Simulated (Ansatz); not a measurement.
# CH2AlBrS: the cost of one run

Computed with Ansatz 0.2.0, Gaussian basis. Level: the settings change from run to run.

### 1 The geometry

The structure was relaxed beforehand with PBE0-D4 in a triple-zeta def2 set.

6 atoms, charge 0, spin multiplicity 1.

Atoms are counted from 1 here; the program's logs count them from 0.

Bond lengths: Br1–Al2 2.222 Å, Al2–C3 1.900 Å, Al2–S4 2.104 Å, C3–S4 1.929 Å, C3–H5 1.087 Å, C3–H6 1.087 Å. Angles: Br1–Al2–C3 154.0°, Br1–Al2–S4 148.6°, C3–Al2–S4 57.3°, Al2–C3–S4 66.7°, Al2–C3–H5 122.7°, Al2–C3–H6 122.8°, S4–C3–H5 110.9°, S4–C3–H6 110.9°, H5–C3–H6 111.5°, Al2–S4–C3 56.0°.

### 2 wPBEh/pcseg-2

Set apart from the defaults: charge -1, multiplicity 2, atoms shaken by 0.15 Å, finite nuclei, a point charge of 0.50 e beside it, relativity set to none.

in.yaml reads:

```yaml
crystal:
  periodic: [false, false, false]
  atoms:
    - {symbol: Br, position_ang: [-1.670571, -2.829170, 0.698337]}
    - {symbol: Al, position_ang: [-0.708438, -0.820336, 0.024010]}
    - {symbol: C, position_ang: [0.769641, 0.442876, 0.158035]}
    - {symbol: S, position_ang: [-0.364191, 0.820490, -1.462306]}
    - {symbol: H, position_ang: [0.628620, 1.622252, 0.900489]}
    - {symbol: H, position_ang: [1.706681, 0.304072, -0.258493]}
basis:
  gaussian: {orbitals: pcseg-2, nuclear_model: gaussian, point_charges: [{charge: 0.50, position_ang: [5.174, 0.162, 0.614]}]}
total_charge: -1
magnetization: {spin_polarized: true, initial_magnetization: 1}
hamiltonian: {xc: {name: wPBEh}, pseudopotentials: {relativity: none}}
```

Command:

```
> ansatz run in.yaml --threads 2 --pin off --events-out ev --progress --plain --max-ram 4352MiB
```

**Question.** How long does this run take on 2 threads of Arm Neoverse V1, shared host, and how much memory does it need?

About 15 s, with a peak of 0.64 GiB.
